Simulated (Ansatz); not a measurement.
# HfSn2S6: the cost of one run

Program: Ansatz 0.2.0. Level of theory: DFT PBE, scalar-relativistic, plane waves, PAW. These are calculated values, not measurements.

## 1. The system as given

It takes space group P-3m1 (No. 164, trigonal). The conventional cell has a = 3.668 Å, b = 3.668 Å, c = 18.657 Å, α = 90.00°, β = 90.00°, γ = 120.00°. Hf (site symmetry -3m) is surrounded by 6 S at 2.57 Å. Sn (site symmetry 3m) is surrounded by 6 S at 2.57 Å. Around S (site symmetry 3m) lie 3 Sn at 2.57 Å. Around S (site symmetry 3m) lie 3 Hf at 2.57 Å.

Coordinates:

```xyz
9
Lattice="3.6684 0.0000 0.0000 -1.8342 3.1770 0.0000 0.0000 0.0000 18.6566" Properties=species:S:1:pos:R:3 pbc="T T T"
Hf    0.0000    0.0000    9.3283
Sn    0.0000    0.0000   15.5472
Sn    0.0000    0.0000    3.1094
S     0.0000    2.1180   17.0065
S     0.0000    2.1180    4.5687
S     0.0000    2.1180   10.7876
S     1.8342    1.0590    1.6502
S     1.8342    1.0590    7.8690
S     1.8342    1.0590   14.0879
```

The start is an ordering of an alloy on its end members' structure types: elements ordered on the sites of the SnS2 type, Sn/Hf on Sn (P-3m1, No. 164).

## 2. Probe: one point on a coarse mesh

Input file input.yaml:

```yaml
crystal:
  lattice:
    - [3.6684297, 0.0, 0.0]
    - [-1.83421485, 3.17695331, 0.0]
    - [0.0, 0.0, 18.65661211]
  atoms:
    - { symbol: Hf, position: [0.0, 0.0, 0.5] }
    - { symbol: Sn, position: [0.0, 0.0, 0.83333333] }
    - { symbol: Sn, position: [0.0, 0.0, 0.16666667] }
    - { symbol: S, position: [0.33333333, 0.66666667, 0.91155116] }
    - { symbol: S, position: [0.33333333, 0.66666667, 0.24488449] }
    - { symbol: S, position: [0.33333333, 0.66666667, 0.57821782] }
    - { symbol: S, position: [0.66666667, 0.33333333, 0.08844884] }
    - { symbol: S, position: [0.66666667, 0.33333333, 0.42178218] }
    - { symbol: S, position: [0.66666667, 0.33333333, 0.75511551] }
basis:
  ecutwfc: 420
kpoints:
  mp_grid: { grid: [6, 6, 1] }
hamiltonian:
  xc: pbe
scf:
  occupations: { method: gaussian, width: 0.1 }
  lower_state_search: "off"
output:
  forces: true
  stress: true
  eigenvalues: true
```

Launch:

```bash
ansatz run input.yaml --threads 1 --pin off --max-ram 2560MiB --backend cpu --events-out ev --progress --plain --runs-dir out
```

**Question.** How long does this run take on 1 thread of Arm Neoverse V1, shared host, and how much memory does it need?

About 5.4 s, with a peak of 0.46 GiB.
